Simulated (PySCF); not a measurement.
# C5H8NPSi: the cost of one run

Programs: PySCF 2.14.0, with density-fitted response routines of our own. Each step states its level of theory. These are calculated values for one molecule in the gas phase, unless marked as measured. Atoms are numbered from 0 throughout.

## 1. Starting geometry

16 atoms, charge 0, multiplicity 1; geometry from: GFN2-xTB.

Bonds of the start (Å): C0–C1 1.50, C1–C2 1.38, C2–P3 1.74, P3–C4 1.75, C4–N5 1.31, N5–C6 1.33, C6–Si7 1.89, C6–C1 1.40, C0–H8 1.09, C0–H9 1.09, C0–H10 1.09, C2–H11 1.09, C4–H12 1.09, Si7–H13 1.47, Si7–H14 1.46, Si7–H15 1.47.

## 2. Excited states and response: PBE0/def2-SVPD

What the job is given:

```
{"job": {"kind": "uv", "xc": "PBE0", "basis": "def2-SVPD", "nstates": 8, "ntriplets": 3}, "charge": 0, "multiplicity": 1}
C     -0.983660     1.599522     0.276885
C      0.224332     0.732696     0.095559
C      1.480899     1.306544     0.122410
P      2.983393     0.455945    -0.067876
C      2.313641    -1.143048    -0.269921
N      1.055505    -1.496436    -0.266200
C      0.049036    -0.646637    -0.098329
Si    -1.633908    -1.512219    -0.149078
H     -1.555804     1.272676     1.143817
H     -0.700797     2.640740     0.417390
H     -1.633689     1.528236    -0.593832
H      1.550679     2.379147     0.275027
H      3.011578    -1.962917    -0.419006
H     -2.333009    -1.281047     1.120835
H     -1.392518    -2.930655    -0.370699
H     -2.443277    -0.933603    -1.228394
```

Level: TDDFT PBE0/def2-SVPD, vertical, gas phase, core orbitals frozen in the response.

The run is started by

```bash
OMP_NUM_THREADS=1 python probes_run.py task.json out
```

This one command runs all jobs of the session in turn.

**Question.** How long does this job take on 1 thread of Arm Neoverse V1, shared host, and how much memory does it need?

About 45 s, with a peak of 0.95 GiB.
